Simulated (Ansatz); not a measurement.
# NbCu (Fm-3m) in Ansatz: relaxation of cell and atoms with r2SCAN

Aim: the relaxation of cell and atoms of NbCu with r2SCAN.

Everything below comes from runs of Ansatz 0.2.0. Logs are shortened: lines on timing, memory, paths and dates and some standing lists are left out, and cuts for length are marked.

## Step 1: The crystal as given

Symmetry: Fm-3m, No. 225, cubic system. The conventional cell has a = 5.124 Å, b = 5.124 Å, c = 5.124 Å, α = 90.00°, β = 90.00°, γ = 90.00°. Nb (site symmetry m-3m) has 6 Cu at 2.56 Å as nearest neighbours. Cu (site symmetry m-3m) is surrounded by 6 Nb at 2.56 Å.

The cell was built by a generator and needn't be a form met in nature.

## Step 2: Relaxation of cell and atoms, r2SCAN

The input, input.yaml:

```yaml
crystal:
  lattice:
    - [0.0, 2.56221, 2.56221]
    - [2.56221, 0.0, 2.56221]
    - [2.56221, 2.56221, 0.0]
  atoms:
    - { symbol: Nb, position: [0.0, 0.0, 0.0] }
    - { symbol: Cu, position: [0.5, 0.5, 0.5] }
hamiltonian:
  xc: r2scan
  pseudopotentials: { kind: paw }
kpoints:
  mp_grid: { grid: [9, 9, 9] }
scf:
  occupations: { method: fermi_dirac, width: 0.05 }
output:
  forces: true
  stress: true
  eigenvalues: true
relax:
  f_tol: 0.01
  max_steps: 40
  cell: { stress_tol: 0.05 }
```

Potentials or basis: Ansatz PAW.

Run with:

```
$ ansatz run input.yaml --threads 2 --pin off --max-ram 5632MiB --backend cpu --events-out ev --progress --plain --runs-dir out
```

Output:

```text
Warning: RAYON_NUM_THREADS=2 ignored (pool sized by the plan → 2); use --threads N
Engine: ansatz 0.2.0, aarch64-unknown-linux-gnu
Pseudopotentials: kind: paw
Pseudopotential: Nb, paw, valence charge 13, recommended cutoff 500 eV (meta_gga), Nb.paw.azcp
Pseudopotential: Cu, paw, valence charge 19, recommended cutoff 500 eV (meta_gga), Cu.paw.azcp
Functional definition: r2SCAN
  parameter k0 = 0.174
  parameter k1 = 0.065
  parameter a1 = 4.9479
  exchange = r2scan_x(k0 = k0, k1 = k1, a1 = a1)
  correlation = r2scan_c
Crystal: 2 atoms, lattice volume = 33.641 Å³
Basis set: ecut = 500 eV, 869 PW (Γ), exchange–correlation on 108×108×108 points (64 copies of the dense FFT grid, shifted against one another)
Bands: 20, of which v1, the nominal top of the filled ones, is band 16 counted from 1 (15 counted from 0)
Symmetry: 48 space group operations
Space group: Fm-3m (ITA 225), of the structure as read, at distance tolerance 3.2e-5 Å
k-points: 35 of 729
Non-local potential: Nb, projectors of the file, l = 0: 3, l = 1: 2, l = 2: 2, l = 3: 1
Non-local potential: Cu, projectors of the file, l = 0: 3, l = 1: 2, l = 2: 3, l = 3: 1
PAW form: soft (Blöchl's): semilocal exchange-correlation on the pseudo side does not see the compensation charge
PAW frozen core: Nb, regenerated for the run's functional (the file was generated under x = pbe(κ = 0.804, μ = 0.2195149727645171), c = pbe(β = 0.06672455060314922))
PAW frozen core: Cu, regenerated for the run's functional (the file was generated under x = pbe(κ = 0.804, μ = 0.2195149727645171), c = pbe(β = 0.06672455060314922))
PAW one-centre angular grid: Nb, 590 points (default); XC on 160 Gauss nodes
PAW one-centre angular grid: Cu, 590 points (default); XC on 160 Gauss nodes
Initial density: superposition of atomic densities (neutral atoms: chi_scale 0, normalization atom), corrected by the library's trained network
Initial wavefunctions: pseudopotential atomic-orbital guess
Functional: x = r2scan, c = r2scan; τ floored in thin density (d = 2e-4 eV/Å³)
SCF iter   1: F=—  HF=-11193.450327 eV  |F-HF|=—  |Δ(HF+E_count)|=         —  Δρ=3.92e-2  dr2=4.28e-1  dr2_τ=2.24e-2  ethr=1.77e-3  ⟨swp⟩=5.3  Hψ=2861  notcnv=0
preconditioner: auto → Kerker (q_TF=auto, 2.706 Å⁻¹)  [metal: Δε(μ)=0.024 eV  Ē_g=6.124 eV  σ=0.050 eV  W_gap=0.12  n_scr=14 (ndim 8)  ℏωp=25.6 eV  f_vac=0.000  D(μ)=2.90/eV (n_scr^D=26)]
SCF iter   2: F=—  HF=-11193.467894 eV  |F-HF|=—  |Δ(HF+E_count)|=   1.76e-2  Δρ=4.12e-2  dr2=3.22e-1  dr2_τ=1.05e-2  ethr=1.34e-3  ⟨swp⟩=2.1  Hψ=1382  notcnv=0
SCF iter   3: F=—  HF=-11193.404819 eV  |F-HF|=—  |Δ(HF+E_count)|=   6.31e-2  Δρ=6.29e-3  dr2=1.12e-2  dr2_τ=2.51e-4  ethr=1.01e-3  ⟨swp⟩=2.0  Hψ=1114  notcnv=0
SCF iter   4: F=—  HF=-11193.403484 eV  |F-HF|=—  |Δ(HF+E_count)|=   1.33e-3  Δρ=4.07e-3  dr2=2.70e-3  dr2_τ=1.02e-4  ethr=3.51e-5  ⟨swp⟩=2.0  Hψ=1400  notcnv=0
SCF iter   5: F=—  HF=-11193.404220 eV  |F-HF|=—  |Δ(HF+E_count)|=   7.35e-4  Δρ=1.23e-3  dr2=2.43e-4  dr2_τ=1.41e-5  ethr=8.43e-6  ⟨swp⟩=2.0  Hψ=976  notcnv=0
SCF iter   6: F=—  HF=-11193.404419 eV  |F-HF|=—  |Δ(HF+E_count)|=   1.99e-4  Δρ=4.39e-4  dr2=4.52e-5  dr2_τ=5.30e-7  ethr=7.59e-7  ⟨swp⟩=2.0  Hψ=1094  notcnv=0
SCF iter   7: F=—  HF=-11193.404427 eV  |F-HF|=—  |Δ(HF+E_count)|=   8.12e-6  Δρ=2.94e-4  dr2=2.51e-5  dr2_τ=7.69e-7  ethr=1.41e-7  ⟨swp⟩=1.0  Hψ=700  notcnv=0
SCF iter   8: F=—  HF=-11193.404429 eV  |F-HF|=—  |Δ(HF+E_count)|=   2.19e-6  Δρ=4.77e-5  dr2=5.49e-7  dr2_τ=1.98e-8  ethr=7.84e-8  ⟨swp⟩=2.0  Hψ=866  notcnv=0
SCF iter   9: F=-11193.404430 eV  HF=-11193.404430 eV  |F-HF|=9.80e-9  |Δ(HF+E_count)|=   4.25e-7  Δρ=1.20e-5  dr2=5.89e-8  dr2_τ=3.67e-10  ethr=3.13e-10  ⟨swp⟩=5.9  Hψ=3092  notcnv=0
SCF 1 converged in 9 iterations: F = -11193.404430 eV  dr2 = 5.89e-8
relax step   1: F+E_penalty+E_count = -11193.40442983 eV  Δ(F+E_penalty+E_count) = +0.000e0 eV  max|allowed force component| = 9.032e-29 eV/Å  Δτ_max = 0.0000 Å  P = -3.087 GPa  Ω = 33.641 Å³  (9 SCF iters, dr2 threshold 1.00e-7 eV, accepted)
Crystal: 2 atoms, lattice volume = 32.692 Å³
Initial density: handed on by an earlier stage of this run
Initial wavefunctions: those handed on with the density
iter 1 solved again at ethr=1.34e-4 eV; its pass at ethr=3.10e-3 eV (dr2=4.29e-2 eV) is discarded
[... 28 lines left out ...]
SCF iter   3: F=—  HF=-11193.411207 eV  |F-HF|=—  |Δ(HF+E_count)|=   3.42e-8  Δρ=2.60e-5  dr2=9.83e-8  dr2_τ=2.55e-8  ethr=5.43e-10  ⟨swp⟩=2.0  Hψ=1253  notcnv=0
SCF iter   4: F=—  HF=-11193.411207 eV  |F-HF|=—  |Δ(HF+E_count)|=   1.52e-8  Δρ=4.92e-6  dr2=5.28e-9  dr2_τ=3.00e-10  ethr=3.07e-10  ⟨swp⟩=2.0  Hψ=963  notcnv=0
SCF iter   5: F=—  HF=-11193.411207 eV  |F-HF|=—  |Δ(HF+E_count)|=   8.45e-9  Δρ=4.65e-6  dr2=5.62e-9  dr2_τ=8.12e-11  ethr=1.65e-11  ⟨swp⟩=2.0  Hψ=1249  notcnv=0
SCF iter   6: F=—  HF=-11193.411207 eV  |F-HF|=—  |Δ(HF+E_count)|=  4.24e-10  Δρ=1.31e-6  dr2=3.75e-10  dr2_τ=1.77e-11  ethr=1.65e-11  ⟨swp⟩=2.0  Hψ=942  notcnv=0
SCF iter   7: F=—  HF=-11193.411207 eV  |F-HF|=—  |Δ(HF+E_count)|=  2.56e-10  Δρ=5.91e-7  dr2=7.00e-11  dr2_τ=2.44e-12  ethr=1.17e-12  ⟨swp⟩=2.0  Hψ=973  notcnv=0
SCF iter   8: F=-11193.411207 eV  HF=-11193.411207 eV  |F-HF|=7.28e-12  |Δ(HF+E_count)|=  1.09e-11  Δρ=5.48e-8  dr2=9.73e-13  dr2_τ=1.74e-13  ethr=1.00e-12  ⟨swp⟩=5.3  Hψ=2794  notcnv=0
SCF 4 converged in 8 iterations: F = -11193.411207 eV  dr2 = 9.73e-13
relax step   4: F+E_penalty+E_count = -11193.41120651 eV  Δ(F+E_penalty+E_count) = +3.593e-4 eV  max|allowed force component| = 3.349e-29 eV/Å  Δτ_max = 0.0000 Å  P = -0.051 GPa  Ω = 32.962 Å³  stress off target by 5.08e-2 GPa  SCF on the basis re-selected at this cell (its energy is not comparable with the rows above)  (8 SCF iters)
basis re-selected at this cell: Δ(F+E_penalty+E_count) = +3.593e-4 eV, ΔP = -0.006 GPa vs the last step (what re-selecting the basis moved, of the pressure what is left beyond the Pulay correction that the steps carried, after the strain that the cell walked since its last selection, with what the two solves' SCF thresholds leave and, on support functions, any second-order correction that the steps lacked; it is no measure of the basis error at this ecutwfc). This SCF's stress stands 5.08e-2 GPa from its target on what of the cell is left free (relax.cell.stress_tol is 5.00e-2 GPa) and its largest allowed force component is 3.35e-29 eV/Å (relax.f_tol is 1.00e-2 eV/Å): not within both, so this SCF does not close the relaxation
Crystal: 2 atoms, lattice volume = 32.952 Å³
iter 1 solved again at ethr=1.84e-8 eV; its pass at ethr=3.10e-3 eV (dr2=5.89e-6 eV) is discarded
SCF iter   1: F=—  HF=-11193.411211 eV  |F-HF|=—  |Δ(HF+E_count)|=         —  Δρ=1.52e-4  dr2=5.65e-6  dr2_τ=2.70e-6  ethr=1.84e-8  ⟨swp⟩=1.0  Hψ=2985  notcnv=0
preconditioner: auto → Kerker (q_TF=auto, 2.715 Å⁻¹)  [metal: Δε(μ)=0.007 eV  Ē_g=5.957 eV  σ=0.050 eV  W_gap=0.03  n_scr=14 (ndim 8)  ℏωp=25.9 eV  f_vac=0.000  D(μ)=2.41/eV (n_scr^D=26)]
SCF iter   2: F=—  HF=-11193.411215 eV  |F-HF|=—  |Δ(HF+E_count)|=   4.37e-6  Δρ=1.73e-4  dr2=5.51e-6  dr2_τ=9.33e-8  ethr=1.77e-8  ⟨swp⟩=2.3  Hψ=1192  notcnv=0
SCF iter   3: F=—  HF=-11193.411214 eV  |F-HF|=—  |Δ(HF+E_count)|=   1.07e-6  Δρ=1.58e-5  dr2=8.62e-8  dr2_τ=2.50e-9  ethr=1.72e-8  ⟨swp⟩=2.0  Hψ=904  notcnv=0
SCF iter   4: F=—  HF=-11193.411214 eV  |F-HF|=—  |Δ(HF+E_count)|=   4.36e-9  Δρ=8.79e-6  dr2=1.19e-8  dr2_τ=6.84e-10  ethr=2.69e-10  ⟨swp⟩=2.0  Hψ=957  notcnv=0
SCF iter   5: F=—  HF=-11193.411214 eV  |F-HF|=—  |Δ(HF+E_count)|=   1.84e-8  Δρ=1.28e-5  dr2=2.74e-8  dr2_τ=4.15e-10  ethr=2.02e-11  ⟨swp⟩=4.4  Hψ=2413  notcnv=0
SCF iter   6: F=-11193.411214 eV  HF=-11193.411214 eV  |F-HF|=2.06e-9  |Δ(HF+E_count)|=  5.42e-10  Δρ=4.71e-6  dr2=3.74e-9  dr2_τ=8.83e-11  ethr=2.02e-11  ⟨swp⟩=2.9  Hψ=2533  notcnv=0
SCF 5 converged in 6 iterations: F = -11193.411214 eV  dr2 = 3.74e-9
relax step   5: F+E_penalty+E_count = -11193.41121416 eV  Δ(F+E_penalty+E_count) = -7.650e-6 eV  max|allowed force component| = 2.524e-29 eV/Å  Δτ_max = 0.0000 Å  P = -0.001 GPa  Ω = 32.952 Å³  energy of the carried Pulay correction = +5.952e-6 eV  (6 SCF iters, dr2 threshold 6.45e-9 eV, accepted)
iter 1 solved again at ethr=5.13e-8 eV; its pass at ethr=3.10e-3 eV (dr2=1.64e-5 eV) is discarded
SCF iter   1: F=—  HF=-11193.411220 eV  |F-HF|=—  |Δ(HF+E_count)|=         —  Δρ=4.38e-6  dr2=3.10e-9  dr2_τ=1.12e-10  ethr=5.13e-8  ⟨swp⟩=3.0  Hψ=4869  notcnv=0
preconditioner: auto → Kerker (q_TF=auto, 2.715 Å⁻¹)  [metal: Δε(μ)=0.006 eV  Ē_g=5.958 eV  σ=0.050 eV  W_gap=0.03  n_scr=14 (ndim 8)  ℏωp=25.9 eV  f_vac=0.000  D(μ)=2.42/eV (n_scr^D=26)]
SCF iter   2: F=—  HF=-11193.411214 eV  |F-HF|=—  |Δ(HF+E_count)|=   5.88e-6  Δρ=2.15e-6  dr2=1.27e-9  dr2_τ=6.96e-11  ethr=9.69e-12  ⟨swp⟩=2.7  Hψ=1322  notcnv=0
SCF iter   3: F=—  HF=-11193.411214 eV  |F-HF|=—  |Δ(HF+E_count)|=  8.73e-11  Δρ=2.11e-6  dr2=8.01e-10  dr2_τ=2.68e-11  ethr=3.98e-12  ⟨swp⟩=2.0  Hψ=961  notcnv=0
SCF iter   4: F=—  HF=-11193.411214 eV  |F-HF|=—  |Δ(HF+E_count)|=  2.36e-11  Δρ=8.60e-7  dr2=1.40e-10  dr2_τ=7.32e-12  ethr=2.50e-12  ⟨swp⟩=1.2  Hψ=760  notcnv=0
SCF iter   5: F=—  HF=-11193.411214 eV  |F-HF|=—  |Δ(HF+E_count)|=  5.64e-11  Δρ=2.61e-7  dr2=2.46e-11  dr2_τ=7.61e-13  ethr=1.00e-12  ⟨swp⟩=1.9  Hψ=889  notcnv=0
SCF iter   6: F=-11193.411214 eV  HF=-11193.411214 eV  |F-HF|=3.64e-12  |Δ(HF+E_count)|=  1.64e-11  Δρ=1.44e-7  dr2=4.17e-12  dr2_τ=5.19e-14  ethr=1.00e-12  ⟨swp⟩=5.0  Hψ=2778  notcnv=0
SCF 6 converged in 6 iterations: F = -11193.411214 eV  dr2 = 4.17e-12
relax step   6: F+E_penalty+E_count = -11193.41121417 eV  Δ(F+E_penalty+E_count) = -2.205e-9 eV  max|allowed force component| = 2.800e-29 eV/Å  Δτ_max = 0.0000 Å  P = -0.001 GPa  Ω = 32.952 Å³  stress off target by 7.18e-4 GPa  SCF on the basis re-selected at this cell (its energy is not comparable with the rows above)  (6 SCF iters)
basis re-selected at this cell: Δ(F+E_penalty+E_count) = -2.205e-9 eV, ΔP = -0.000 GPa vs the last step (what re-selecting the basis moved, of the pressure what is left beyond the Pulay correction that the steps carried, after the strain that the cell walked since its last selection, with what the two solves' SCF thresholds leave and, on support functions, any second-order correction that the steps lacked; it is no measure of the basis error at this ecutwfc). This SCF's stress stands 7.18e-4 GPa from its target on what of the cell is left free (relax.cell.stress_tol is 5.00e-2 GPa) and its largest allowed force component is 2.80e-29 eV/Å (relax.f_tol is 1.00e-2 eV/Å): within both
SCF converged after 6 iterations
Free energy (F): -11193.411214 eV
Harris-Foulkes:  -11193.411214 eV  (|F-HF|=3.64e-12)
Internal energy: -11193.390998 eV  (E = F + TS)
E sigma→0 (E₀):  -11193.401106 eV
Entropy (-TS):   -0.020216 eV (-10.108 meV/atom)
Fermi energy:    15.479818 eV
--- Per-component energies (eV) ---
  E_band       = -534.960554
  E_kinetic    = 690.020846
  E_local      = -5541.351702  (includes V_loc(G=0)·N_el)
  E_nonlocal   = 504.343378
  E_hartree    = 2365.819321
  E_xc         = -253.109331
  E_vxc        = -361.327676  (∫ρ·V_xc dr)
  E_paw        = -4759.240290  (= ΣΔE_a)
  E_vpaw       = -582.521148  (= ΣTr[D̂ρ^β])
  E_aug_tail   = 0.000150  (compensation charges beyond the density's cutoff)
  E_vtau       = 24.237070  (kinetic-family band-sum trace: ∫τ·v_τ [+ j·A + Jᵃ·Aᵃ] dr)
  E_ewald      = -4199.379832
  E_core_change = -0.493539  (= ΣΔE_core)
  E_smearing   = -0.020216  (= −TS)
  E_closure    = 0.000000  (closes the sum)
  Σ components = -11193.411214   (vs F -11193.411214, Δ=0.00e0)
--- Forces (eV/Å), atoms counted from 1 ---
  atom   1  Nb     0.00000000    -0.00000000     0.00000000
  atom   2  Cu     0.00000000    -0.00000000     0.00000000
  max |Σ_I F_I| component: 6.18e-29 eV/Å
--- Stress (GPa, compression-positive) ---
       -0.000718       0.000000       0.000000
        0.000000      -0.000718       0.000000
        0.000000       0.000000      -0.000718
  P = ⅓ Tr σ = -0.0007 GPa (-0.007 kbar)
--- Band table (eV; the first three rows and the last of 35) ---
  k-point 0: bands = ["-101.7123", "-57.5081", "-57.5081", "-57.5081", "-41.4250", "-16.6420", "-16.6420", "-16.6420", "7.9203", "10.9213", "10.9213", "11.2595", "11.2595", "11.2595", "16.7016", "16.7016", "16.7016", "18.0094", "18.0094", "24.7410"]
  k-point 1: bands = ["-101.7123", "-57.5083", "-57.5081", "-57.5081", "-41.4225", "-16.6684", "-16.6466", "-16.6466", "8.2027", "11.0068", "11.0068", "11.2614", "11.3389", "11.3389", "16.4080", "16.6650", "16.6650", "17.6463", "17.6463", "24.0899"]
  k-point 2: bands = ["-101.7123", "-57.5088", "-57.5082", "-57.5082", "-41.4160", "-16.7345", "-16.6581", "-16.6581", "9.0043", "11.2492", "11.2492", "11.2848", "11.5474", "11.5474", "15.6757", "16.1703", "16.1703", "17.3206", "17.3206", "22.6690"]
  k-point 34: bands = ["-101.7122", "-57.5092", "-57.5089", "-57.5087", "-41.3986", "-16.7941", "-16.7664", "-16.7246", "11.1698", "11.2903", "11.5102", "11.5398", "12.2030", "12.3257", "14.5050", "15.0322", "15.4042", "18.0815", "19.2489", "20.2716"]
--- Relaxed structure (4 steps of the walk, 4 accepted, 2 SCFs on fresh bases) ---
  F+E_penalty+E_count = -11193.41121417 eV   max|allowed force component| = 2.800e-29 eV/Å   (the final SCF, on the basis selected at the relaxed cell)
  cell:  # Å, volume = 32.9515 Å³
    - [-3.117073349733416e-34, 2.5445744719589434, 2.5445744719589434]
    - [2.5445744719589434, -2.623320508052345e-34, 2.5445744719589434]
    - [2.5445744719589434, 2.5445744719589434, -3.5828222626065342e-34]
  atoms:
    - { symbol: Nb, position: [-9.787337031877703e-37, 1.565973925126069e-36, 7.829869625245799e-37] }
    - { symbol: Cu, position: [0.5, 0.5, 0.5] }
```

It took 13 s on 2 threads of Arm Neoverse V2, shared host; peak memory 0.41 GiB.

What came out:

```yaml
Free_energy: -11193.4112 eV
Relaxed_volume: 16.48 Å³/atom
Relaxed_cell: a = 3.599 Å, b = 3.599 Å, c = 3.599 Å, α = 60.00°, β = 60.00°, γ = 60.00°
Space_group_after_relaxing_to_0.05_Å: Fm-3m (No. 225)
Energy_gained_by_relaxing: 3.4 meV/atom
Ionic_steps: 6
Pressure_after_relaxing: 0.0 GPa
Band_gap_on_the_k_mesh: none (metal or under the smearing width)
```

The path:
```tsv
step	energy change (eV)	largest force (eV/Å)	volume (Å³)
1	0.0000	0.0000	33.64
2	-0.0063	0.0000	32.69
3	-0.0071	0.0000	32.96
4	-0.0068	0.0000	32.96
5	-0.0068	0.0000	32.95
6	-0.0068	0.0000	32.95
```

Final structure:
```cif
data_structure
_symmetry_space_group_name_H-M 'P 1'
_symmetry_Int_Tables_number 1
_cell_length_a 3.5986
_cell_length_b 3.5986
_cell_length_c 3.5986
_cell_angle_alpha 60.000
_cell_angle_beta 60.000
_cell_angle_gamma 60.000
_cell_volume 32.95
loop_
_atom_site_label
_atom_site_type_symbol
_atom_site_fract_x
_atom_site_fract_y
_atom_site_fract_z
_atom_site_occupancy
Nb1 Nb 0.00000 0.00000 0.00000 1
Cu1 Cu 0.50000 0.50000 0.50000 1
```

Levels at points of the mesh, in eV from the Fermi level:
```tsv
k point	band 12	band 13	band 14	band 15	band 16	band 17	band 18	band 19	band 20
(0.00, 0.00, 0.00)	-4.22	-4.22	-4.22	1.22	1.22	1.22	2.53	2.53	9.26
```

Caveat: the plane-wave basis is chosen anew once the cell has moved, so the energies of steps on either side of that aren't comparable; the PAW data sets come from PBE, with cores solved anew for the run's functional, which leaves a small shift of forces and pressure.
